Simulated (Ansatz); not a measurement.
# C₂H₈GeO: a ladder of functionals and wavefunction methods

The task here is to estimate one member of a computed series from the others.

Computed with Ansatz 0.2.0, Gaussian basis. Level: functionals in def2-TZVPP, the program's frozen cores in correlated methods.

Levels to be run: LDA (SPW92), PBE-D4, revPBE-D4, BLYP-D4, r2SCAN-D4, B97M-V, PBE0-D4, B3LYP-D4, r2SCANh-D4, r2SCAN0-D4, HSE06-D4, BHLYP-D4, CAM-B3LYP-D4, LC-ωPBE, ωB97X-V, ωB97M-V, B2PLYP, PBE-QIDH; CCSD(T)/def2-SVP; CCSD(T)/def2-TZVPP; MP2/def2-QZVPP; extrapolation to the limit; RPA on PBE.

## The relaxed structure

All runs share one geometry, relaxed beforehand with PBE0-D4 in a triple-zeta def2 set.

SMILES `CC[O][GeH3]`, 12 atoms, charge 0, spin multiplicity 1.

Atoms are counted from 1 here; the program's logs count them from 0.

Bond lengths: C1–C2 1.509 Å, C1–H5 1.092 Å, C1–H6 1.093 Å, C1–H7 1.092 Å, C2–O3 1.412 Å, C2–H8 1.101 Å, C2–H9 1.101 Å, O3–Ge4 1.779 Å, Ge4–H10 1.542 Å, Ge4–H11 1.531 Å, Ge4–H12 1.542 Å. Angles: C2–C1–H5 110.4°, C2–C1–H6 110.6°, C2–C1–H7 110.4°, H5–C1–H6 108.6°, H5–C1–H7 108.3°, H6–C1–H7 108.6°, C1–C2–O3 109.0°, C1–C2–H8 109.9°, C1–C2–H9 109.9°, O3–C2–H8 110.5°, O3–C2–H9 110.6°, H8–C2–H9 107.0°, C2–O3–Ge4 118.0°, O3–Ge4–H10 109.0°, O3–Ge4–H11 105.0°, O3–Ge4–H12 109.0°, H10–Ge4–H11 112.0°, H10–Ge4–H12 109.7° and more.

The first run:

Contents of in.yaml:

```yaml
crystal:
  periodic: [false, false, false]
  atoms:
    - {symbol: C, position_ang: [-1.130133, 1.565170, 0.244004]}
    - {symbol: C, position_ang: [-0.118528, 0.469332, 0.474448]}
    - {symbol: O, position_ang: [-0.077298, -0.364018, -0.664329]}
    - {symbol: Ge, position_ang: [1.049836, -1.740047, -0.651196]}
    - {symbol: H, position_ang: [-2.120129, 1.138913, 0.070270]}
    - {symbol: H, position_ang: [-1.183493, 2.226837, 1.112214]}
    - {symbol: H, position_ang: [-0.855255, 2.159368, -0.629693]}
    - {symbol: H, position_ang: [-0.392601, -0.111380, 1.368375]}
    - {symbol: H, position_ang: [0.871877, 0.908850, 0.667896]}
    - {symbol: H, position_ang: [2.487708, -1.210606, -0.480307]}
    - {symbol: H, position_ang: [0.849615, -2.427802, -2.004306]}
    - {symbol: H, position_ang: [0.695300, -2.669716, 0.526523]}
basis:
  gaussian: {orbitals: def2-TZVPP}
hamiltonian: {xc: lda}
output: {orbitals: {seedname: orbitals}}
```

The run is started by

```console
$ ansatz run in.yaml --threads 4 --pin off --events-out ev --progress --plain --max-ram 10444MiB
```

Among the steps run: LDA; PBE-D4 (GGA); revPBE-D4 (GGA); BLYP-D4 (GGA); r2SCAN-D4 (meta-GGA); B97M-V (meta-GGA); B3LYP-D4 (hybrid); r2SCANh-D4 (hybrid); r2SCAN0-D4 (hybrid); HSE06-D4 (hybrid); BHLYP-D4 (hybrid); CAM-B3LYP-D4 (range-separated); LC-ωPBE (range-separated); ωB97X-V (range-separated); ωB97M-V (range-separated); B2PLYP (double hybrid); PBE-QIDH (double hybrid).

One of the session's tables, all rows but one given; the rest of the session is left out.

It belongs to the step «Orbital energies across the functionals». 

```
  functional  HOMO (eV)  LUMO (eV)  gap (eV)
 LDA (SPW92)      -6.25      -0.79      5.46
      PBE-D4          ?          ?         ?
   revPBE-D4      -6.11      -0.37      5.74
     BLYP-D4      -6.08      -0.41      5.67
   r2SCAN-D4      -6.47      -0.13      6.34
      B97M-V      -6.66      -0.34      6.33
     PBE0-D4      -7.69       0.37      8.06
    B3LYP-D4      -7.47       0.11      7.58
  r2SCANh-D4      -7.05       0.16      7.21
  r2SCAN0-D4      -7.92       0.59      8.51
    HSE06-D4      -7.29      -0.01      7.28
    BHLYP-D4      -9.20       1.19     10.39
CAM-B3LYP-D4      -9.14       1.32     10.46
     LC-ωPBE     -10.44       2.57     13.01
     ωB97X-V     -10.15       2.38     12.53
     ωB97M-V     -10.08       2.10     12.18
```

**Question.** Estimate the row for PBE-D4.

The run gave: HOMO (eV): -6.15; LUMO (eV): -0.50; gap (eV): 5.65. In the column «HOMO (eV)» it lies between LDA (SPW92) (-6.25) and revPBE-D4 (-6.11).
